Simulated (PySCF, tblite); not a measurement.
# C₆H₅F₃O: dynamics, then NMR shifts on frames, part 2 of 2

tblite 0.8.0 and PySCF 2.14.0. Atoms count from 0. Earlier steps stand in the parts before.

### 5 Shielding tensors: 625 fs, PBE0/pcSseg-1

Job settings and geometry (Å):

```
{"job": {"kind": "nmr", "xc": "PBE0", "basis": "pcSseg-1", "pop": false}, "charge": 0, "multiplicity": 1}
O      1.240900     2.114600    -0.719200
C      0.859200     1.055700    -0.365500
C     -0.520100     0.657600    -0.042800
C     -0.984200    -0.526000     0.436100
C     -2.392600    -0.182200     0.089400
C     -1.929200     1.155500    -0.433400
C      1.948100    -0.117100    -0.241600
F      3.122700     0.325800    -0.716500
F      1.660200    -1.257500    -0.877000
F      2.097300    -0.430300     1.076200
H     -0.500200    -1.389200     0.787100
H     -2.827000    -0.815700    -0.730100
H     -3.096500    -0.145700     0.931100
H     -2.006000     1.321400    -1.537700
H     -2.221300     1.919300     0.265900
```

With the program's defaults for keys left out, this is: GIAO PBE0/pcSseg-1 NMR shielding, non-relativistic, gas phase.

The program printed:

```text
coarse grid: 13960 points
cycle   1  E = -605.2998113527  dE =  1.842e+00  |g| = 1.175e+00  |ddm| = 3.696e+00
cycle   2  E = -604.5485886151  dE =  7.512e-01  |g| = 2.379e+00  |ddm| = 2.688e+00
cycle   3  E = -605.5376296174  dE = -9.890e-01  |g| = 2.771e-01  |ddm| = 2.122e+00
cycle   4  E = -605.5488657151  dE = -1.124e-02  |g| = 1.469e-01  |ddm| = 3.455e-01
cycle   5  E = -605.5526923044  dE = -3.827e-03  |g| = 2.263e-02  |ddm| = 1.336e-01
cycle   6  E = -605.5527772799  dE = -8.498e-05  |g| = 1.286e-02  |ddm| = 3.100e-02
cycle   7  E = -605.5528181488  dE = -4.087e-05  |g| = 2.860e-03  |ddm| = 1.364e-02
cycle   8  E = -605.5528196958  dE = -1.547e-06  |g| = 7.481e-04  |ddm| = 3.081e-03
final grid: 140128 points
cycle   9  E = -605.6439477035  dE = -3.629e-05  |g| = 1.306e-02  |ddm| = 3.162e-02
cycle  10  E = -605.6438626102  dE =  8.509e-05  |g| = 2.484e-02  |ddm| = 3.001e-02
cycle  11  E = -605.6439809443  dE = -1.183e-04  |g| = 2.707e-03  |ddm| = 2.150e-02
cycle  12  E = -605.6439824015  dE = -1.457e-06  |g| = 2.666e-04  |ddm| = 2.345e-03
cycle  13  E = -605.6439824106  dE = -9.086e-09  |g| = 1.263e-04  |ddm| = 2.629e-04
cycle  14  E = -605.6439824132  dE = -2.584e-09  |g| = 3.947e-05  |ddm| = 1.017e-04
cycle  15  E = -605.6439824134  dE = -2.765e-10  |g| = 1.407e-05  |ddm| = 4.461e-05
converged SCF energy = -605.6439824134

GIAO shielding tensors (ppm)
atom      isotropic    diamagn.    paramagn.     s11        s22        s33       span
  0 O     -263.565     396.518    -660.082   -793.612   -367.787    370.705   1164.317
  1 C       11.690     247.143    -235.453    -83.303     41.301     77.073    160.376
  2 C       31.361     260.547    -229.186    -71.094     32.787    132.390    203.484
  3 C       14.006     252.278    -238.272   -108.058     -2.230    152.307    260.365
  4 C      153.821     256.831    -103.010    141.452    153.821    166.190     24.738
  5 C      153.768     250.467     -96.698    146.621    153.524    161.159     14.539
  6 C       57.084     247.443    -190.359     44.247     50.681     76.324     32.078
  7 F      263.929     468.042    -204.114    180.266    269.239    342.281    162.015
  8 F      253.019     476.021    -223.002    174.749    249.056    335.250    160.501
  9 F      245.174     476.214    -231.039    149.776    243.484    342.263    192.486
 10 H       24.170      34.357     -10.187     21.232     23.925     27.353      6.122
 11 H       28.040      28.743      -0.703     24.967     26.201     32.952      7.984
 12 H       28.589      28.812      -0.223     25.117     26.568     34.082      8.965
 13 H       27.971      28.441      -0.469     24.899     26.314     32.700      7.801
 14 H       28.462      29.029      -0.567     25.279     26.921     33.186      7.907
```

Wall time 59 s (1 thread of AMD EPYC, shared host); peak memory 0.87 GiB.

In short: δ C1 175.2, C3 172.9, C2 155.6, C6 129.8, H10 7.55, H13 3.75 ppm.

### 6 NMR shieldings: 800 fs, PBE0/pcSseg-1

Job settings and geometry (Å):

```
{"job": {"kind": "nmr", "xc": "PBE0", "basis": "pcSseg-1", "pop": false}, "charge": 0, "multiplicity": 1}
O      1.346000     1.973500     0.118100
C      0.914000     0.859300    -0.025100
C     -0.455000     0.483200    -0.227800
C     -1.112300    -0.644700     0.031300
C     -2.418000    -0.039800    -0.298600
C     -1.685300     1.235400    -0.777300
C      2.021500    -0.292900    -0.084200
F      3.208200     0.329700    -0.373100
F      1.713800    -1.125800    -1.118800
F      2.228600    -1.068300     0.947400
H     -0.782500    -1.626300     0.399200
H     -3.042400    -0.444300    -1.125000
H     -3.108300     0.164100     0.520000
H     -1.608800     1.282400    -1.846000
H     -2.098100     2.122100    -0.314200
```

With the program's defaults for keys left out, this is: GIAO PBE0/pcSseg-1 NMR shielding, non-relativistic, gas phase.

The program printed:

```text
coarse grid: 13960 points
cycle   1  E = -605.2894185119  dE =  1.879e+00  |g| = 1.187e+00  |ddm| = 3.694e+00
cycle   2  E = -604.4332408117  dE =  8.562e-01  |g| = 2.484e+00  |ddm| = 2.995e+00
cycle   3  E = -605.5303771031  dE = -1.097e+00  |g| = 3.174e-01  |ddm| = 2.417e+00
cycle   4  E = -605.5456976009  dE = -1.532e-02  |g| = 1.592e-01  |ddm| = 4.033e-01
cycle   5  E = -605.5502302714  dE = -4.533e-03  |g| = 2.407e-02  |ddm| = 1.481e-01
cycle   6  E = -605.5503237805  dE = -9.351e-05  |g| = 1.340e-02  |ddm| = 3.196e-02
cycle   7  E = -605.5503660593  dE = -4.228e-05  |g| = 3.137e-03  |ddm| = 1.444e-02
cycle   8  E = -605.5503678087  dE = -1.749e-06  |g| = 1.018e-03  |ddm| = 3.386e-03
final grid: 140128 points
cycle   9  E = -605.6410168080  dE = -3.146e-05  |g| = 1.309e-02  |ddm| = 3.538e-02
cycle  10  E = -605.6409199735  dE =  9.683e-05  |g| = 2.590e-02  |ddm| = 3.293e-02
cycle  11  E = -605.6410503429  dE = -1.304e-04  |g| = 2.874e-03  |ddm| = 2.374e-02
cycle  12  E = -605.6410519920  dE = -1.649e-06  |g| = 2.699e-04  |ddm| = 2.477e-03
cycle  13  E = -605.6410520012  dE = -9.133e-09  |g| = 1.353e-04  |ddm| = 3.186e-04
cycle  14  E = -605.6410520041  dE = -2.970e-09  |g| = 4.526e-05  |ddm| = 1.272e-04
cycle  15  E = -605.6410520045  dE = -3.724e-10  |g| = 1.485e-05  |ddm| = 4.627e-05
converged SCF energy = -605.6410520045

GIAO shielding tensors (ppm)
atom      isotropic    diamagn.    paramagn.     s11        s22        s33       span
  0 O     -325.364     396.778    -722.142   -918.970   -422.336    365.214   1284.185
  1 C        4.386     244.784    -240.398    -94.527     28.467     79.219    173.747
  2 C       37.320     259.530    -222.211    -60.835     43.537    129.256    190.091
  3 C       26.885     250.772    -223.887    -85.330     10.144    155.841    241.171
  4 C      155.453     254.832     -99.379    141.427    161.465    163.468     22.042
  5 C      156.409     247.286     -90.877    145.355    157.991    165.880     20.525
  6 C       57.135     247.154    -190.019     41.156     52.298     77.950     36.794
  7 F      245.160     468.674    -223.514    153.518    234.843    347.119    193.601
  8 F      242.449     477.098    -234.649    151.518    234.091    341.736    190.218
  9 F      261.133     472.739    -211.606    196.487    264.417    322.494    126.007
 10 H       24.026      31.791      -7.765     22.583     23.109     26.385      3.801
 11 H       28.333      28.033       0.300     24.588     26.366     34.045      9.457
 12 H       28.745      29.388      -0.643     25.323     27.045     33.867      8.544
 13 H       29.326      29.356      -0.030     26.762     27.131     34.085      7.323
 14 H       28.750      29.110      -0.360     24.804     27.285     34.160      9.356
```

It took 57 s on 1 thread of AMD EPYC, shared host; peak memory 0.95 GiB.

Key values: δ C1 182.5, C3 160.0, C2 149.6, C6 129.8, H10 7.69, H11 3.38 ppm.

### 7 Nuclear shieldings: 1000 fs, PBE0/pcSseg-1

Job settings and geometry (Å):

```
{"job": {"kind": "nmr", "xc": "PBE0", "basis": "pcSseg-1", "pop": false}, "charge": 0, "multiplicity": 1}
O      1.616900     1.879900     0.433200
C      1.199100     0.833000     0.008800
C     -0.209600     0.497200    -0.260100
C     -1.005600    -0.568900    -0.429200
C     -2.258000     0.251900    -0.556800
C     -1.299600     1.477000    -0.394500
C      2.237200    -0.329700    -0.260100
F      3.548200    -0.039800    -0.375700
F      1.956400    -0.910000    -1.484800
F      2.098200    -1.273500     0.654300
H     -0.973400    -1.562300    -0.231000
H     -2.908100     0.134900    -1.438500
H     -2.852400     0.219300     0.393300
H     -1.283800     2.165100    -1.243600
H     -1.458900     2.049200     0.508200
```

Level: GIAO PBE0/pcSseg-1 NMR shielding, non-relativistic, gas phase.

The program printed:

```text
coarse grid: 13960 points
cycle   1  E = -605.2876837030  dE =  1.863e+00  |g| = 1.189e+00  |ddm| = 3.687e+00
cycle   2  E = -604.5057679046  dE =  7.819e-01  |g| = 2.419e+00  |ddm| = 2.782e+00
cycle   3  E = -605.5310106013  dE = -1.025e+00  |g| = 2.912e-01  |ddm| = 2.204e+00
cycle   4  E = -605.5437383353  dE = -1.273e-02  |g| = 1.507e-01  |ddm| = 3.668e-01
cycle   5  E = -605.5477719915  dE = -4.034e-03  |g| = 2.323e-02  |ddm| = 1.385e-01
cycle   6  E = -605.5478622867  dE = -9.030e-05  |g| = 1.271e-02  |ddm| = 3.065e-02
cycle   7  E = -605.5479006555  dE = -3.837e-05  |g| = 2.942e-03  |ddm| = 1.359e-02
cycle   8  E = -605.5479022489  dE = -1.593e-06  |g| = 9.101e-04  |ddm| = 3.111e-03
final grid: 140128 points
cycle   9  E = -605.6385923014  dE = -3.156e-05  |g| = 1.377e-02  |ddm| = 3.370e-02
cycle  10  E = -605.6384869814  dE =  1.053e-04  |g| = 2.717e-02  |ddm| = 3.369e-02
cycle  11  E = -605.6386289660  dE = -1.420e-04  |g| = 2.876e-03  |ddm| = 2.410e-02
cycle  12  E = -605.6386305947  dE = -1.629e-06  |g| = 2.696e-04  |ddm| = 2.414e-03
cycle  13  E = -605.6386306032  dE = -8.404e-09  |g| = 1.432e-04  |ddm| = 2.979e-04
cycle  14  E = -605.6386306064  dE = -3.281e-09  |g| = 4.153e-05  |ddm| = 1.176e-04
cycle  15  E = -605.6386306067  dE = -2.913e-10  |g| = 1.224e-05  |ddm| = 3.773e-05
converged SCF energy = -605.6386306067

GIAO shielding tensors (ppm)
atom      isotropic    diamagn.    paramagn.     s11        s22        s33       span
  0 O     -299.348     395.868    -695.216   -865.554   -410.777    378.288   1243.843
  1 C        3.380     245.122    -241.742    -95.173     24.496     80.816    175.989
  2 C       40.588     258.919    -218.331    -49.787     33.381    138.168    187.955
  3 C       27.950     247.534    -219.584    -73.018      2.189    154.680    227.698
  4 C      155.470     258.699    -103.229    134.359    157.796    174.254     39.895
  5 C      154.069     247.353     -93.284    145.132    151.204    165.871     20.739
  6 C       57.077     246.643    -189.566     43.835     48.322     79.074     35.239
  7 F      258.286     467.223    -208.937    177.302    247.735    349.822    172.520
  8 F      228.935     476.724    -247.789    124.418    218.151    344.236    219.818
  9 F      256.451     475.031    -218.579    180.186    266.714    322.453    142.268
 10 H       25.667      34.293      -8.625     24.080     25.203     27.720      3.640
 11 H       28.680      29.329      -0.649     25.607     26.280     34.154      8.548
 12 H       28.349      29.523      -1.174     24.499     26.877     33.670      9.171
 13 H       28.646      28.473       0.173     25.516     26.874     33.547      8.030
 14 H       28.839      29.578      -0.739     25.171     27.496     33.850      8.680
```

It took 59 s on 1 thread of AMD EPYC, shared host; peak memory 0.86 GiB.

Key values: δ C1 183.5, C3 159.0, C2 146.3, C6 129.8, H10 6.05, H12 3.37 ppm.

### 8 Comparing the runs: NMR shifts

Shifts (ppm) of some atoms, chosen among heavy atoms and hydrogens apart, with basis size and wall time:

```
  frame     C3   H10   H13     O0     F8     F9      F7  functions  time
 250 fs  179.1  8.46  3.86  654.1  -68.4  -90.5  -119.8        195  58 s
 425 fs  163.3  7.09  3.62  652.8  -87.6  -95.9  -101.9        195  58 s
 625 fs  172.9  7.55  3.75  599.6  -82.1  -74.2   -93.0        195  59 s
 800 fs  160.0  7.69  2.39  661.4  -71.5  -90.2   -74.2        195  57 s
1000 fs  159.0  6.05  3.07  635.4  -58.0  -85.5   -87.3        195  59 s
```

### 9 Results

The summary covers parts 1 to 2.

```
                                        quantity                                       value
                                      thermostat                                       300 K
                   mean temperature, second half                                       309 K
         mean potential energy above the minimum                                     0.52 eV
  13C shifts against TMS (PBE0/pcSseg-1, 250 fs)  188.4, 179.1, 147.1, 120.6, 35.0, 32.2 ppm
   1H shifts against TMS (PBE0/pcSseg-1, 250 fs)            8.46, 3.86, 3.38, 3.18, 3.09 ppm
  17O shifts against H2O (PBE0/pcSseg-1, 250 fs)                                   654.1 ppm
19F shifts against CFCl3 (PBE0/pcSseg-1, 250 fs)                    -68.4, -90.5, -119.8 ppm
                        range of the shift of O0                          599.6 to 661.4 ppm
```

In the second half the potential energy averages 0.52 eV above the minimum; equipartition over 39 harmonic modes at 300 K would give 0.50 eV. With 15 atoms the temperature swings widely (122 to 434 K). Shifts at one fixed geometry are not the observed spectrum, which averages over the motion. In the first frame run (250 fs): The largest span, 1300 ppm, is at O0, where the paramagnetic term is -715 ppm. In ppm, O0 moves most: its shift spreads over 61.8 ppm, from 599.6 (625 fs) to 661.4 (800 fs).
